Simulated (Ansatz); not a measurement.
**H₂Br+ (singlet): the correlation ladder at distance Br1–H2 = 1.780 Å, 6-31G**

How much of the correlation energy of H₂Br+ (singlet) does each wave-function method recover here?

Method: 6-31G, core rule «outside noble gas», up to 14 orbitals frozen; program: Ansatz 0.2.0, Gaussian basis.

The runs, in order: UHF; CCSD(T) on RHF; BCCD(T) on RHF; CISD; CCSDT(Q) on RHF; CCSDTQ on RHF; CASSCF and MRCISD+Q, 2 electrons in 2 orbitals; CASSCF and NEVPT2, 2 electrons in 2 orbitals; CASSCF and MRCISD+Q, 8 electrons in 6 orbitals; CASSCF and NEVPT2, 8 electrons in 6 orbitals; Full CI.

24 further runs of the same task are left out: 21 that didn't finish, 3 set aside as unsound or not needed. Runs told in other sessions of the task aren't counted.

### 1 The geometry

The geometry derives from a PBE0/def2-TZVP stationary point (not a proven minimum). One bond is set to the value named and the two fragments are kept rigid. No spin-orbit coupling is included. The filled d shell of Br may be among the frozen orbitals whatever the setting's name suggests.

3 atoms, charge 1, spin multiplicity 1.

Atoms are counted from 1 here; the program's logs count them from 0.

Bond lengths: Br1–H2 1.780 Å, Br1–H3 1.447 Å. Angles: H2–Br1–H3 92.5°.

Coordinates:

```
atom   x (Å)    y (Å)    z (Å)
 Br1  0.0000  -0.0274   0.0030
  H2  0.0000   1.2029  -1.2833
  H3  0.0000   0.9729   1.0488
```

### 2 UHF

The input, in.yaml:

```yaml
crystal:
  periodic: [false, false, false]
  atoms:
    - {symbol: Br, position_ang: [0.000000, -0.027447, 0.002959]}
    - {symbol: H, position_ang: [0.000000, 1.202929, -1.283344]}
    - {symbol: H, position_ang: [0.000000, 0.972928, 1.048806]}
basis:
  gaussian: {orbitals: 6-31G}
total_charge: 1
magnetization: {spin_polarized: true, initial_magnetization: 0}
hamiltonian: {xc: hf}
output: {orbitals: {seedname: orbitals}}
```

The run is started by

```bash
$ ansatz run in.yaml --threads 1 --pin off --events-out ev --progress --plain --max-ram 2393MiB
```

After this run come: CCSD(T) on RHF; BCCD(T) on RHF; CISD; CCSDT(Q) on RHF; CCSDTQ on RHF; CASSCF and MRCISD+Q, 2 electrons in 2 orbitals; CASSCF and NEVPT2, 2 electrons in 2 orbitals; CASSCF and MRCISD+Q, 8 electrons in 6 orbitals; CASSCF and NEVPT2, 8 electrons in 6 orbitals; Full CI.

Before running them: what should the planned runs give, taken together? Wanted: FCI from the RHF energy; RMP2 from FCI; RCCSD from FCI; RCCSD(T) from FCI; RCCSDT(Q) from FCI; NEVPT2 pair from FCI; MRCISD+Q pair from FCI; NEVPT2 valence from FCI; T1 diagnostic.

**Answer**, as computed:

| quantity | value |
| --- | --- |
| FCI from the RHF energy | -2.1607 eV |
| RMP2 from FCI | +514.3 meV |
| RCCSD from FCI | +26.2 meV |
| RCCSD(T) from FCI | +4.6 meV |
| RCCSDT(Q) from FCI | +0.1 meV |
| NEVPT2 pair from FCI | +272.6 meV |
| MRCISD+Q pair from FCI | -2.5 meV |
| NEVPT2 valence from FCI | +157.9 meV |
| levels within 1 kcal/mol (43 meV) | RCCSD, RCCSD(T), BCCD(T), RCCSDT, RCCSDT(Q), RCCSDTQ, MRCISD pair, MRCISD+Q pair, MRCISD valence, MRCISD+Q valence |
| T1 diagnostic | 0.015 |
| effectively unpaired electrons | 0.05 |

RCCSD(T) lands +4.6 meV from the yardstick (0.2 % of the correlation energy). MRCISD+Q pair falls below full CI: the +Q correction isn't variational, and the cores differ from full CI's. One determinant dominates. Of the multireference levels listed MRCISD+Q pair comes nearest in total energy (-2.5 meV), which doesn't show that its space is the better one. These misses are within one basis, not against nature.
